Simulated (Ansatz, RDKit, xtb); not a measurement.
**C4H4ClFSi: which of the isomers drawn lies lowest?**

Which of a sample of isomers of C4H4ClFSi is the most stable in the gas at 298.15 K, and what are its properties? The sample is small against all isomers, and the most stable one of this formula need not be in it.

Plan: many cheap relaxations first (GFN2-xTB), then density-functional screening, relaxation at B3LYP/def2-SVP, vibrations (at GFN2-xTB) and a final energy. The numbers are computed, not measured.

### Step 1. Drawing up candidates

Isomers were taken from a list of plausible structures; this is a sample, not all of them. That gives 11 candidates.

```tsv
label	SMILES	spin
c039	FC1=CC(Cl)=C[SiH2]1	singlet
c200	FC1=C[SiH2]/C1=C\Cl	singlet
c268	F[Si]1(Cl)C=CC=C1	singlet
c525	FC1=CC=C(Cl)[SiH2]1	singlet
c561	FC1=C[Si@H](Cl)C=C1	singlet
c763	C#C[SiH2]/C=C(/F)Cl	singlet
c795	C#C[SiH2]/C=C(\F)Cl	singlet
c809	C#C/C=C(/F)[SiH2]Cl	singlet
c810	FC1=C[SiH2]C=C1Cl	singlet
c876	FC1=C[SiH2]/C1=C/Cl	singlet
c922	C#C/C=C(\F)[SiH2]Cl	singlet
```

Candidates are built by distance geometry, with a force field where one applies, in up to four conformers (letters a to d).

**Question.** With final energies at CCSD(T)/def2-SVP + MP2/def2-TZVPP - MP2/def2-SVP, which structure will this search put lowest in free energy, and by what margin?

| quantity | value |
| --- | --- |
| lowest structure found | F[Si]1(Cl)C=CC=C1, singlet |
| next finalist | F[Si]1(Cl)C=CC=C1, triplet, 44.8 kcal/mol higher in G |
| share at equilibrium, among the finalists | 100.0 % |

`F[Si]1(Cl)C=CC=C1` comes out lowest. Among the finalists first place is clear (44.8 kcal/mol); structures outside the list aren't covered. r2SCAN-D4/def2-SVP, B3LYP/def2-SVP, HF/def2-SVP and MP2/def2-SVP already put its bonding pattern lowest among the structures in one piece. Lowest found is not proven lowest: the search is finite, and each finalist counts with one conformer. Only 11 drawn patterns were tried, so whole families of isomers are missing, and the result ranks this sample alone.
